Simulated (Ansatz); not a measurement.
# BrCl₂HSn: taking an electron away

An exercise on one series of results from a longer session: the logs are not shown, and one member is left open.

Program: Ansatz 0.2.0, Gaussian basis. Level of theory: unrestricted cation, the program's frozen cores in correlated methods. These are calculated values, not measurements.

The runs, in order: UKS PBE-D4/def2-TZVPP; UKS r2SCAN-D4/def2-TZVPP; UKS PBE0-D4/def2-TZVPP; UKS B3LYP-D4/def2-TZVPP; UKS wB97X-V/def2-TZVPP; UKS wB97M-V/def2-TZVPP; UKS B2PLYP/def2-TZVPP; UHF-CCSD(T)/def2-TZVPP; UHF-MP2/def2-QZVPP; extrapolation to the limit; then −ε(HOMO) from the neutral's earlier runs with LDA (SPW92), PBE-D4, revPBE-D4, BLYP-D4, r2SCAN-D4, B97M-V, PBE0-D4, B3LYP-D4, r2SCANh-D4, r2SCAN0-D4, HSE06-D4, BHLYP-D4, CAM-B3LYP-D4, LC-ωPBE, ωB97X-V, ωB97M-V.

### The relaxed structure

The geometry comes from an earlier relaxation with PBE0-D4 in a triple-zeta def2 set; it is a stationary point. Sn takes the def2 core potential; no spin-orbit term is included.

SMILES `[Cl][SnH]([Cl])[Br]`, 5 atoms, charge 0, spin multiplicity 1.

Atoms are counted from 1 here; the program's logs count them from 0.

Bond lengths: Cl1–Sn2 2.303 Å, Sn2–Cl3 2.303 Å, Sn2–Br4 2.448 Å, Sn2–H5 1.693 Å. Angles: Cl1–Sn2–Cl3 107.0°, Cl1–Sn2–Br4 107.9°, Cl1–Sn2–H5 110.8°, Cl3–Sn2–Br4 107.9°, Cl3–Sn2–H5 110.8°, Br4–Sn2–H5 112.2°.

Set-up of the first run:

File in.yaml:

```yaml
crystal:
  periodic: [false, false, false]
  atoms:
    - {symbol: Cl, position_ang: [0.115331, -1.163344, 1.928422]}
    - {symbol: Sn, position_ang: [0.159694, -0.051858, -0.088101]}
    - {symbol: Cl, position_ang: [0.125582, 2.202061, 0.383512]}
    - {symbol: Br, position_ang: [-1.897345, -0.600209, -1.296268]}
    - {symbol: H, position_ang: [1.546637, -0.460449, -0.968965]}
basis:
  gaussian: {orbitals: def2-TZVPP}
total_charge: 1
magnetization: {spin_polarized: true, initial_magnetization: 1}
hamiltonian: {xc: pbe, dispersion: d4}
```

On the command line:

```console
$ ansatz run in.yaml --threads 2 --pin off --events-out ev --progress --plain --max-ram 32768MiB --backend cpu
```

Among the steps run: Cation, UKS PBE-D4/def2-TZVPP; Cation, UKS r2SCAN-D4/def2-TZVPP; Cation, UKS PBE0-D4/def2-TZVPP; Cation, UKS B3LYP-D4/def2-TZVPP; Cation, UKS wB97X-V/def2-TZVPP; Cation, UKS wB97M-V/def2-TZVPP; Cation, UKS B2PLYP (frozen core)/def2-TZVPP; Cation, UHF-CCSD(T)/def2-TZVPP; Cation, UHF-MP2/def2-QZVPP.

One table of the session follows, with a row left open; its other results are not shown here.

It belongs to the step «Ionisation energies side by side». For comparison, −ε(HOMO) of the neutral from earlier runs:

| functional | −ε(HOMO) (eV) |
| --- | --- |
| LDA (SPW92) | 7.80 |
| PBE-D4 | 7.65 |
| revPBE-D4 | 7.60 |
| BLYP-D4 | 7.46 |
| r2SCAN-D4 | 8.01 |
| B97M-V | 8.09 |
| PBE0-D4 | 8.98 |
| B3LYP-D4 | 8.69 |
| r2SCANh-D4 | 8.49 |
| r2SCAN0-D4 | 9.21 |
| HSE06-D4 | ? |
| BHLYP-D4 | 10.12 |
| CAM-B3LYP-D4 | 10.30 |
| LC-ωPBE | 11.73 |
| ωB97X-V | 11.36 |
| ωB97M-V | 11.19 |

**Question.** Estimate the row for HSE06-D4.

The run gave: −ε(HOMO) (eV): 8.58. In the column «−ε(HOMO) (eV)» it lies between r2SCANh-D4 (8.49) and B3LYP-D4 (8.69).

Caveats from the session: The cation may have settled in a state other than its lowest; no search over hole states beyond the program's own was made.
